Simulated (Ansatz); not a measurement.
# CH₅Ge radical (SMILES [CH2][GeH3]): energies and forces away from the minimum

The task here is to estimate one member of a computed series from the others.

The runs use Ansatz 0.2.0, Gaussian basis; single points with forces in def2-TZVPP.

Levels: PBE-D4, r2SCAN-D4, PBE0-D4, wB97M-V, Hartree-Fock, MP2, CCSD, CCSD(T). Each coordinate is moved by a Gaussian draw of the width named (0.7 of it for atoms other than hydrogen): 0.09, 0.04, 0.06, 0.04 Å.

Cores are frozen in the correlated methods. Filled d shells of the heavier atoms are correlated. Orbitals are unrestricted.

2 further runs of the same task are left out: 2 set aside as unsound or not needed.

## Starting geometry

7 atoms, charge 0, spin multiplicity 2.

Atoms are counted from 1 here; the program's logs count them from 0.

Bond lengths: C1–Ge2 1.978 Å, C1–H3 1.183 Å, C1–H4 1.086 Å, Ge2–H5 1.560 Å, Ge2–H6 1.556 Å, Ge2–H7 1.581 Å. Angles: Ge2–C1–H3 104.8°, Ge2–C1–H4 107.7°, H3–C1–H4 114.3°, C1–Ge2–H5 110.3°, C1–Ge2–H6 110.6°, C1–Ge2–H7 107.7°, H5–Ge2–H6 109.8°, H5–Ge2–H7 109.4°, H6–Ge2–H7 109.0°.

Geometry (Å):

```
C    -0.08780   -1.27360   -0.11790
Ge    0.18150    0.68620   -0.13570
H    -1.26180   -1.41800   -0.14510
H     0.39020   -1.66540    0.77540
H    -0.44580    1.30750   -1.42150
H    -0.45390    1.33710    1.12660
H     1.73890    0.95820   -0.12740
```

Set-up of the first run:

Input file pre/in.yaml:

```yaml
crystal:
  periodic: [false, false, false]
  atoms:
    - {symbol: C, position_ang: [-0.087800, -1.273600, -0.117900]}
    - {symbol: Ge, position_ang: [0.181500, 0.686200, -0.135700]}
    - {symbol: H, position_ang: [-1.261800, -1.418000, -0.145100]}
    - {symbol: H, position_ang: [0.390200, -1.665400, 0.775400]}
    - {symbol: H, position_ang: [-0.445800, 1.307500, -1.421500]}
    - {symbol: H, position_ang: [-0.453900, 1.337100, 1.126600]}
    - {symbol: H, position_ang: [1.738900, 0.958200, -0.127400]}
basis:
  gaussian: {orbitals: def2-SVP}
magnetization: {spin_polarized: true, initial_magnetization: 1}
hamiltonian: {xc: pbe, dispersion: d4}
relax: {f_tol: 0.03, max_steps: 250}
```

No record of the launch command was kept for these runs.

Steps of the session up to this table: A first relaxation in a small basis; Finding the minimum; The minimum at every level; Structure 1, width 0.09 Å; Structure 2, width 0.04 Å; Structure 3, width 0.06 Å; Structure 4, width 0.04 Å.

One table of the session follows, with a row left open; its other results are not shown here.

```
   method  RMS force component (eV/Å)  angle to CCSD(T) forces (°)  dipole (D)
   PBE-D4                       1.492                          5.2        0.57
r2SCAN-D4                       1.431                          2.3        0.63
  PBE0-D4                       1.447                          3.0        0.62
  wB97M-V                           ?                            ?           ?
  CCSD(T)                       1.423                    reference        0.61
```

Q: Estimate the row for wB97M-V from the others.

As computed: RMS force component (eV/Å): 1.403; angle to CCSD(T) forces (°): 1.3; dipole (D): 0.62. In the column «RMS force component (eV/Å)» it is the lowest.
